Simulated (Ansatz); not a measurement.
**C₂H₂BNa (SMILES BC#[C][Na]): one structure at several levels**

One table from this session's results is given with a row withheld; the runs are named, their logs left out.

Computed with Ansatz 0.2.0, Gaussian basis. Level: single points in def2-TZVPP.

Correlated methods freeze the cores. The outer core shell of Li, Na, Mg and K is correlated.

### Starting geometry

6 atoms, charge 0, spin multiplicity 1.

Atoms are counted from 1 here; the program's logs count them from 0.

Bond lengths: B1–C2 1.477 Å, B1–H5 1.263 Å, B1–H6 1.256 Å, C2–C3 1.251 Å, C3–Na4 2.213 Å. Angles: C2–B1–H5 121.0°, C2–B1–H6 113.4°, H5–B1–H6 125.5°, B1–C2–C3 177.1°, C2–C3–Na4 178.4°.

As a file:

```
B     0.0925    1.3240    0.1720
C     0.0122   -0.1374   -0.0286
C    -0.1165   -1.3728   -0.1812
Na   -0.2902   -3.5584   -0.4822
H     0.0978    2.1163   -0.8115
H     0.1885    1.6582    1.3791
```

The first run:

The input, run/in.yaml:

```yaml
crystal:
  periodic: [false, false, false]
  atoms:
    - {symbol: B, position_ang: [0.092497, 1.324023, 0.171979]}
    - {symbol: C, position_ang: [0.012163, -0.137413, -0.028623]}
    - {symbol: C, position_ang: [-0.116540, -1.372824, -0.181249]}
    - {symbol: Na, position_ang: [-0.290201, -3.558411, -0.482192]}
    - {symbol: H, position_ang: [0.097839, 2.116318, -0.811501]}
    - {symbol: H, position_ang: [0.188495, 1.658220, 1.379068]}
basis:
  gaussian: {orbitals: def2-TZVPP}
hamiltonian: {xc: pbe, dispersion: d4}
output: {forces: true}
```

Command:

```sh
$ ansatz run in.yaml --threads 2 --pin off --events-out ev --progress --plain --max-ram 3481MiB
```

Among the steps run: PBE-D4/def2-TZVPP; r2SCAN-D4/def2-TZVPP; PBE0-D4/def2-TZVPP; wB97M-V/def2-TZVPP; CCSD(T)/def2-TZVPP.

One of the session's tables, all rows but one given; the rest of the session is left out.

```
   method  RMS force component (eV/Å)  angle to CCSD(T) forces (°)  dipole (D)
   PBE-D4                       0.455                          9.0        9.58
r2SCAN-D4                       0.596                         19.7        9.87
  PBE0-D4                       0.680                         24.9        9.78
  wB97M-V                           ?                            ?           ?
  CCSD(T)                       0.588                    reference        9.87
```

Estimate the missing values for wB97M-V.

The run gave: RMS force component (eV/Å): 0.836; angle to CCSD(T) forces (°): 28.5; dipole (D): 9.78. In the column «RMS force component (eV/Å)» it is the highest.
